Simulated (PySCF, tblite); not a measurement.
# C₄H₈F₂O: a rotation path, then NMR shifts on frames

Aim: move C₄H₈F₂O (`CCOCC(F)F`) away from its starting geometry and see how NMR shifts follow the geometry.

The runs use tblite 0.8.0 and PySCF 2.14.0, with density-fitted response routines of our own; the level of theory stands in each step. All values are computed, except where a source is named. Atoms count from 0, in the outputs and in this text.

### 1 The molecule as given

15 atoms, charge 0, multiplicity 1; geometry from: GFN2-xTB.

Bonds of the start (Å): C0–C1 1.52, C1–O2 1.42, O2–C3 1.39, C3–C4 1.53, C4–F5 1.35, C4–F6 1.36, C0–H7 1.09, C0–H8 1.09, C0–H9 1.09, C1–H10 1.10, C1–H11 1.10, C3–H12 1.10, C3–H13 1.09, C4–H14 1.10.

### 2 The rotation path with GFN2-xTB

What the job is given:

```
{"job": {"kind": "neb", "xc": "GFN2-xTB", "basis": "xTB", "atoms": [2, 3, 4, 6], "turn": 120}, "charge": 0, "multiplicity": 1}
C      2.361155     0.022319     0.297088
C      0.889057    -0.339613     0.394608
O      0.239745     0.131646    -0.779094
C     -1.100509    -0.236686    -0.894480
C     -2.025069     0.560484     0.035876
F     -3.289019     0.562110    -0.449985
F     -2.103040    -0.002113     1.268087
H      2.801547    -0.445612    -0.578570
H      2.471071     1.098848     0.205221
H      2.883716    -0.316055     1.186994
H      0.764474    -1.429877     0.467889
H      0.444732     0.117662     1.288531
H     -1.247289    -1.309274    -0.698268
H     -1.395620    -0.010426    -1.922745
H     -1.699364     1.604578     0.156936
```

Level: GFN2-xTB climbing-image nudged elastic band, gas phase.

Run with:

```
OMP_NUM_THREADS=1 python probes_run.py task.json out
```

The driver reads the jobs from task.json and runs them one after another.

Standard output:

```text
image   E - E0 / eV
  0      -0.0000
  1       0.0185
  2       0.0620
  3       0.1194
  4       0.1647
  5       0.1776
  6       0.1572
  7       0.1261
  8       0.1156
```

It took 1.2 s on 1 thread of AMD EPYC 9R45, shared host; peak memory 0.18 GiB.

The final band, with the dihedral O2–C3–C4–F6:

| image | dihedral (°) | energy (eV) | energy (kcal/mol) |
| --- | --- | --- | --- |
| 0 | -86 | 0.000 | 0.0 |
| 1 | -72 | 0.019 | 0.4 |
| 2 | -57 | 0.062 | 1.4 |
| 3 | -40 | 0.119 | 2.8 |
| 4 | -23 | 0.165 | 3.8 |
| 5 | -7 | 0.178 | 4.1 |
| 6 | 11 | 0.157 | 3.6 |
| 7 | 28 | 0.126 | 2.9 |
| 8 | 41 | 0.116 | 2.7 |

### 3 NMR shieldings: image 0, PBE0/pcSseg-1

What the job is given:

```
{"job": {"kind": "nmr", "xc": "PBE0", "basis": "pcSseg-1", "pop": false}, "charge": 0, "multiplicity": 1}
C      2.361200     0.022300     0.297100
C      0.889100    -0.339600     0.394600
O      0.239700     0.131600    -0.779100
C     -1.100500    -0.236700    -0.894500
C     -2.025100     0.560500     0.035900
F     -3.289000     0.562100    -0.450000
F     -2.103000    -0.002100     1.268100
H      2.801500    -0.445600    -0.578600
H      2.471100     1.098800     0.205200
H      2.883700    -0.316100     1.187000
H      0.764500    -1.429900     0.467900
H      0.444700     0.117700     1.288500
H     -1.247300    -1.309300    -0.698300
H     -1.395600    -0.010400    -1.922700
H     -1.699400     1.604600     0.156900
```

Method: GIAO PBE0/pcSseg-1 NMR shielding, non-relativistic, gas phase.

Standard output:

```text
coarse grid: 12568 points
cycle   1  E = -431.4557252758  dE =  7.993e-01  |g| = 8.276e-01  |ddm| = 3.161e+00
cycle   2  E = -431.3309175049  dE =  1.248e-01  |g| = 1.214e+00  |ddm| = 1.255e+00
cycle   3  E = -431.5724501497  dE = -2.415e-01  |g| = 7.589e-02  |ddm| = 8.012e-01
cycle   4  E = -431.5732735172  dE = -8.234e-04  |g| = 4.036e-02  |ddm| = 6.534e-02
cycle   5  E = -431.5735785594  dE = -3.050e-04  |g| = 8.492e-03  |ddm| = 2.864e-02
cycle   6  E = -431.5735883777  dE = -9.818e-06  |g| = 3.264e-03  |ddm| = 7.375e-03
cycle   7  E = -431.5735904754  dE = -2.098e-06  |g| = 2.487e-04  |ddm| = 2.516e-03
final grid: 122224 points
cycle   8  E = -431.6377960734  dE = -3.858e-05  |g| = 1.149e-02  |ddm| = 2.249e-02
cycle   9  E = -431.6377739193  dE =  2.215e-05  |g| = 1.627e-02  |ddm| = 1.558e-02
cycle  10  E = -431.6378211671  dE = -4.725e-05  |g| = 1.331e-03  |ddm| = 9.441e-03
cycle  11  E = -431.6378215435  dE = -3.764e-07  |g| = 1.933e-04  |ddm| = 1.273e-03
cycle  12  E = -431.6378215496  dE = -6.154e-09  |g| = 1.017e-04  |ddm| = 2.057e-04
cycle  13  E = -431.6378215511  dE = -1.443e-09  |g| = 2.031e-05  |ddm| = 6.868e-05
cycle  14  E = -431.6378215511  dE = -6.571e-11  |g| = 5.931e-06  |ddm| = 1.620e-05
converged SCF energy = -431.6378215511

GIAO shielding tensors (ppm)
atom      isotropic    diamagn.    paramagn.     s11        s22        s33       span
  0 C      168.987     246.916     -77.929    153.489    167.427    186.045     32.556
  1 C      115.179     247.231    -132.052     80.218    101.736    163.581     83.363
  2 O      292.247     398.031    -105.784    275.459    285.333    315.949     40.491
  3 C      109.750     245.293    -135.543     87.628     96.147    145.475     57.847
  4 C       60.858     244.562    -183.704     46.085     65.086     71.403     25.318
  5 F      313.699     467.428    -153.729    201.681    329.107    410.310    208.629
  6 F      299.092     475.197    -176.105    204.972    322.522    369.784    164.813
  7 H       30.277      29.081       1.197     26.466     28.327     36.039      9.573
  8 H       30.309      29.684       0.624     26.317     28.754     35.854      9.537
  9 H       30.713      28.196       2.517     26.757     27.894     37.487     10.731
 10 H       28.342      31.639      -3.297     24.536     28.275     32.215      7.679
 11 H       27.727      32.496      -4.769     22.187     29.894     31.102      8.915
 12 H       27.978      29.820      -1.842     24.328     28.182     31.425      7.097
 13 H       27.559      28.955      -1.396     22.798     27.789     32.089      9.291
 14 H       25.520      29.283      -3.763     23.174     25.709     27.676      4.502
```

It took 11 s on 1 thread of AMD EPYC 9R45, shared host; peak memory 0.73 GiB.

The references, computed at this level on geometries of the same kind, shield at (ppm): ¹H TMS 31.72, ¹³C TMS 186.9, ¹⁹F CFCl3 170.9, ¹⁷O H2O 336.1. Their shielding less the atom's gives the shift. The references are single molecules in the gas phase, so shifts against H2O, NH3, PH3, H3PO4 or CFCl3 are not on the usual liquid scales and can be off by tens of ppm. Each atom is listed at this fixed geometry, with no averaging over motion; a spectrum would average atoms that exchange fast.

| atoms | environment | σ (ppm) | δ (ppm) |
| --- | --- | --- | --- |
| C4 | sp3 CH bonded to 2 F | 60.9 | 126.1 |
| C3 | sp3 CH2 bonded to O | 109.8 | 77.2 |
| C1 | sp3 CH2 bonded to O | 115.2 | 71.7 |
| C0 | methyl carbon | 169.0 | 17.9 |
| H14 | hydrogen on an sp3 CH bonded to 2 F | 25.52 | 6.20 |
| H13 | hydrogen on an sp3 CH2 bonded to O | 27.56 | 4.16 |
| H11 | hydrogen on an sp3 CH2 bonded to O | 27.73 | 3.99 |
| H12 | hydrogen on an sp3 CH2 bonded to O | 27.98 | 3.74 |
| H10 | hydrogen on an sp3 CH2 bonded to O | 28.34 | 3.38 |
| H7 | hydrogen on a methyl carbon | 30.28 | 1.44 |
| H8 | hydrogen on a methyl carbon | 30.31 | 1.41 |
| H9 | hydrogen on a methyl carbon | 30.71 | 1.00 |
| O2 | ether oxygen | 292.2 | 43.8 |
| F6 | fluorine of a CF2 group | 299.1 | -128.1 |
| F5 | fluorine of a CF2 group | 313.7 | -142.8 |

Orbitals, density, ELF and potential are computed afterwards from the orbital file.

Frontier orbitals at PBE0/pcSseg-1, with the share of their density that lies nearest to each atom:

| orbital | energy (eV) | lies on |
| --- | --- | --- |
| HOMO | -7.80 | O2 57 %; H11 9 %; C4 7 % |
| LUMO | 1.59 | H10 19 %; H9, H11 about 13 % each; H7, H8 about 9 % each |

ELF in a plane through or near 6 of the atoms.

Values, 10 rows by 14 columns:
```
0.00 0.00 0.00 0.00 0.00 0.00 0.00 0.00 0.00 0.00 0.00 0.00 0.00 0.00
0.00 0.00 0.00 0.00 0.00 0.00 0.00 0.00 0.00 0.00 0.00 0.00 0.00 0.00
0.00 0.00 0.00 0.04 0.11 0.00 0.05 0.01 0.61 0.90 0.06 0.00 0.00 0.00
0.00 0.00 0.04 0.98 0.99 0.03 0.71 0.36 0.87 0.97 0.01 0.02 0.00 0.00
0.00 0.00 0.05 0.86 0.98 0.33 0.70 0.72 0.30 0.50 0.42 0.66 0.05 0.00
0.00 0.00 0.11 0.69 0.25 0.88 0.45 0.26 0.60 0.36 0.76 0.82 0.16 0.00
0.00 0.00 0.19 0.85 0.49 0.13 0.92 0.06 0.17 0.50 0.19 0.61 0.07 0.00
0.00 0.00 0.00 0.07 0.03 0.02 0.87 0.02 0.04 0.09 0.01 0.00 0.00 0.00
0.00 0.00 0.00 0.00 0.00 0.00 0.00 0.00 0.00 0.00 0.00 0.00 0.00 0.00
0.00 0.00 0.00 0.00 0.00 0.00 0.00 0.00 0.00 0.00 0.00 0.00 0.00 0.00
```
The map spans 11.9 Å across and 8.4 Å up, centred on the molecule. Atoms in the plane (x, y in Å): C0 (-2.4, 0.0), O2 (-0.1, 0.7), C3 (1.2, 0.8), C4 (2.0, -0.5), F5 (3.4, -0.2), H7 (-2.7, 1.0).

On the surface of density 0.002 e/bohr³ the electrostatic potential runs, from the 1st to the 99th percentile, from -1.13 V near O2 to 1.04 V near H14.

### 4 NMR shieldings: image 2, PBE0/pcSseg-1

What the job is given:

```
{"job": {"kind": "nmr", "xc": "PBE0", "basis": "pcSseg-1", "pop": false}, "charge": 0, "multiplicity": 1}
C      2.378200    -0.039900     0.337100
C      0.900500    -0.384900     0.386700
O      0.247000     0.240400    -0.714100
C     -1.081600    -0.140500    -0.902000
C     -2.081600     0.608200    -0.005400
F     -3.315600     0.071600    -0.172000
F     -1.793000     0.469100     1.309800
H      2.826600    -0.435100    -0.570400
H      2.507100     1.037800     0.350100
H      2.877700    -0.469500     1.201100
H      0.761800    -1.473700     0.317300
H      0.471900    -0.039800     1.334500
H     -1.220900    -1.219500    -0.735500
H     -1.338800     0.098800    -1.937800
H     -2.143700     1.684900    -0.221400
```

Level: GIAO PBE0/pcSseg-1 NMR shielding, non-relativistic, gas phase.

Standard output:

```text
coarse grid: 12568 points
cycle   1  E = -431.4551939131  dE =  7.964e-01  |g| = 8.218e-01  |ddm| = 3.165e+00
cycle   2  E = -431.3324906158  dE =  1.227e-01  |g| = 1.205e+00  |ddm| = 1.244e+00
cycle   3  E = -431.5705203442  dE = -2.380e-01  |g| = 7.699e-02  |ddm| = 7.945e-01
cycle   4  E = -431.5713625534  dE = -8.422e-04  |g| = 4.097e-02  |ddm| = 6.623e-02
cycle   5  E = -431.5716739004  dE = -3.113e-04  |g| = 8.687e-03  |ddm| = 2.911e-02
cycle   6  E = -431.5716841888  dE = -1.029e-05  |g| = 3.295e-03  |ddm| = 7.473e-03
cycle   7  E = -431.5716863242  dE = -2.135e-06  |g| = 2.545e-04  |ddm| = 2.510e-03
final grid: 122224 points
cycle   8  E = -431.6375962840  dE = -3.986e-05  |g| = 1.171e-02  |ddm| = 2.382e-02
cycle   9  E = -431.6375725124  dE =  2.377e-05  |g| = 1.673e-02  |ddm| = 1.589e-02
cycle  10  E = -431.6376219997  dE = -4.949e-05  |g| = 1.290e-03  |ddm| = 9.659e-03
cycle  11  E = -431.6376223576  dE = -3.578e-07  |g| = 2.179e-04  |ddm| = 1.263e-03
cycle  12  E = -431.6376223656  dE = -8.003e-09  |g| = 1.051e-04  |ddm| = 2.189e-04
cycle  13  E = -431.6376223671  dE = -1.502e-09  |g| = 2.149e-05  |ddm| = 6.859e-05
cycle  14  E = -431.6376223671  dE = -6.980e-11  |g| = 6.152e-06  |ddm| = 1.689e-05
converged SCF energy = -431.6376223671

GIAO shielding tensors (ppm)
atom      isotropic    diamagn.    paramagn.     s11        s22        s33       span
  0 C      169.068     246.915     -77.848    153.534    167.718    185.950     32.416
  1 C      113.746     246.987    -133.241     75.384    100.830    165.025     89.641
  2 O      297.415     398.153    -100.738    271.083    299.884    321.279     50.196
  3 C      111.288     245.838    -134.550     84.230     96.855    152.779     68.549
  4 C       63.858     241.415    -177.557     46.729     66.845     78.000     31.270
  5 F      315.956     468.541    -152.585    216.870    339.009    391.990    175.121
  6 F      311.935     476.066    -164.132    219.240    334.814    381.750    162.511
  7 H       30.272      29.091       1.181     26.428     28.313     36.074      9.646
  8 H       30.321      29.680       0.641     26.318     28.823     35.822      9.504
  9 H       30.751      28.193       2.558     26.786     27.961     37.507     10.722
 10 H       28.381      31.731      -3.351     24.605     28.311     32.227      7.623
 11 H       27.309      32.241      -4.932     21.167     30.282     30.477      9.310
 12 H       28.196      30.262      -2.067     24.302     28.325     31.960      7.658
 13 H       27.605      28.877      -1.271     23.121     27.425     32.270      9.149
 14 H       25.533      28.007      -2.474     23.216     24.458     28.925      5.709
```

It took 7.9 s on 1 thread of AMD EPYC 9R45, shared host; peak memory 0.82 GiB.

This run: δ C4 123.1, C3 75.6, C1 73.2, C0 17.9, H14 6.18, H11 4.41 ppm.

[end of part 1 of 2]
